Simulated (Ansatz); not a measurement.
# CHBGe (triplet): from Hartree-Fock to the top rungs, cc-pVDZ

One table from this session's results is given with a row withheld; the runs are named, their logs left out.

Method: cc-pVDZ, core rule «outside noble gas», up to 16 orbitals frozen; program: Ansatz 0.2.0, Gaussian basis.

Plan: UHF; CCSD(T) on ROHF; CCSD(T) on UHF; BCCD(T) on ROHF; CISD; CCSDT(Q) on ROHF; CCSDT(Q) on UHF; CASSCF and MRCISD+Q, 10 electrons in 10 orbitals; CASSCF and NEVPT2, 10 electrons in 10 orbitals.

17 further runs of the same task are left out: 6 that didn't finish, 11 set aside as unsound or not needed.

## What is computed

The geometry is a PBE0/def2-TZVP stationary point (not a proven minimum) of the parent state, kept for this charge and spin. No spin-orbit coupling is included. The filled d shell of Ge may be among the frozen orbitals whatever the setting's name suggests; the logs give the count.

4 atoms, charge 0, spin multiplicity 3.

Atoms are counted from 1 here; the program's logs count them from 0.

Bond lengths: B1–Ge2 1.841 Å, B1–H4 1.178 Å, Ge2–C3 1.775 Å. Angles: Ge2–B1–H4 180.0°, B1–Ge2–C3 180.0°.

The first run:

The input, in.yaml:

```yaml
crystal:
  periodic: [false, false, false]
  atoms:
    - {symbol: B, position_ang: [0.000000, 0.000000, 1.070100]}
    - {symbol: Ge, position_ang: [0.000000, 0.000000, -0.771300]}
    - {symbol: C, position_ang: [0.000000, 0.000000, -2.546700]}
    - {symbol: H, position_ang: [0.000000, 0.000000, 2.247900]}
basis:
  gaussian: {orbitals: cc-pVDZ}
magnetization: {spin_polarized: true, initial_magnetization: 2}
hamiltonian: {xc: hf}
output: {orbitals: {seedname: orbitals}}
```

Started as:

```bash
$ ansatz run in.yaml --threads 1 --pin off --events-out ev --progress --plain --max-ram 2393MiB
```

Among the steps run: UHF; CCSD(T) on ROHF; CCSD(T) on UHF; BCCD(T) on ROHF; CISD; CCSDT(Q) on ROHF; CCSDT(Q) on UHF; CASSCF and MRCISD+Q, 10 electrons in 10 orbitals; CASSCF and NEVPT2, 10 electrons in 10 orbitals.

One of the session's tables, all rows but one given; the rest of the session is left out.

```
           method  from RCCSDT(Q) (meV)
             ROHF               +8553.5
             RMP2               +1945.5
             UMP2               +1974.1
            RCCSD                     ?
            UCCSD                +806.8
         RCCSD(T)                +308.4
         UCCSD(T)                +311.7
          BCCD(T)                +311.6
           RCCSDT                +140.9
           UCCSDT                +144.4
        RCCSDT(Q)                     0
        UCCSDT(Q)                  -1.3
  CASSCF frontier               +5423.0
  NEVPT2 frontier               +1102.3
  MRCISD frontier                +474.1
MRCISD+Q frontier                  +6.4
```

Q: Estimate the row for RCCSD from the others.

The run gave: from RCCSDT(Q) (meV): +808.7. In the column «from RCCSDT(Q) (meV)» it lies between UCCSD (+806.8) and NEVPT2 frontier (+1102.3).

Not comparable, so not listed: CISD (they don't share determinant, frozen orbitals or solution with the rows shown, or repeat one).

Caveats from the session: The determinant is far from a pure spin state, so its energy mixes those of several spin states (harmless only where they are near-degenerate, as at dissociation). The report flags that the cluster equations may have other roots. Left out of the table: UHF (another determinant or state than the rows shown). The program flags RCCSDT(Q) as in doubt, so the zero of the table is itself unsure. Warnings: spin contamination; coupled cluster took another determinant than the lowest; large T1 diagnostic. Restricted and unrestricted rows rest on different reference determinants; where their highest levels disagree by more than a few hundredths of an eV, they describe different states and don't form one ladder.
